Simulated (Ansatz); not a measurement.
# Ga3B2As5: the cost of one run

Computed with Ansatz 0.2.0 (DFT PBE, scalar-relativistic, plane waves, PAW, unless a step's input says otherwise).

## (1) The starting structure

Symmetry: I-4m2, No. 119, tetragonal system. The conventional cell has a = 3.777 Å, b = 3.777 Å, c = 26.704 Å, α = 90.00°, β = 90.00°, γ = 90.00°. Ga (site symmetry 2mm) has 4 As at 2.31 Å in its first shell of neighbours. Around Ga (site symmetry -4m2) lie 4 As at 2.31 Å. Around B (site symmetry 2mm) lie 4 As at 2.31 Å. Around As (site symmetry -4m2) lie 4 Ga at 2.31 Å. As (site symmetry 2mm) is surrounded by 2 Ga at 2.31 Å and 2 B at 2.31 Å. As (site symmetry 2mm) has 2 B at 2.31 Å and 2 Ga at 2.31 Å in its first shell of neighbours.

As a file:

```
CELL_PARAMETERS angstrom
-1.88828 1.88828 13.35218
1.88828 -1.88828 13.35218
1.88828 1.88828 -13.35218
ATOMIC_POSITIONS crystal
Ga 0.70000 0.70000 0.00000
Ga 0.30000 0.30000 0.00000
Ga 0.50000 0.50000 0.00000
B 0.90000 0.90000 0.00000
B 0.10000 0.10000 0.00000
As 0.25000 0.75000 0.50000
As 0.85000 0.35000 0.50000
As 0.45000 0.95000 0.50000
As 0.05000 0.55000 0.50000
As 0.65000 0.15000 0.50000
```

The start is an ordering of an alloy on its end members' structure types: elements ordered on the sites of the BAs type, B/Ga on B (I-4m2, No. 119).

## (2) A first look at the guess

input.yaml reads:

```yaml
crystal:
  lattice:
    - [-1.88828302, 1.88828302, 13.35217731]
    - [1.88828302, -1.88828302, 13.35217731]
    - [1.88828302, 1.88828302, -13.35217731]
  atoms:
    - { symbol: Ga, position: [0.7, 0.7, 0.0] }
    - { symbol: Ga, position: [0.3, 0.3, 0.0] }
    - { symbol: Ga, position: [0.5, 0.5, 0.0] }
    - { symbol: B, position: [0.9, 0.9, 0.0] }
    - { symbol: B, position: [0.1, 0.1, 0.0] }
    - { symbol: As, position: [0.25, 0.75, 0.5] }
    - { symbol: As, position: [0.85, 0.35, 0.5] }
    - { symbol: As, position: [0.45, 0.95, 0.5] }
    - { symbol: As, position: [0.05, 0.55, 0.5] }
    - { symbol: As, position: [0.65, 0.15, 0.5] }
basis:
  ecutwfc: 420
kpoints:
  mp_grid: { grid: [6, 6, 6] }
hamiltonian:
  xc: pbe
scf:
  occupations: { method: gaussian, width: 0.1 }
  lower_state_search: "off"
output:
  forces: true
  stress: true
  eigenvalues: true
```

The run is started by

```
ansatz run input.yaml --threads 4 --pin off --max-ram 8192MiB --backend cpu --events-out ev --progress --plain --runs-dir out
```

What time and memory should one allow on 4 threads of Intel Xeon 6975P-C (Granite Rapids), shared host?

About 6.8 s, with a peak of 0.79 GiB.
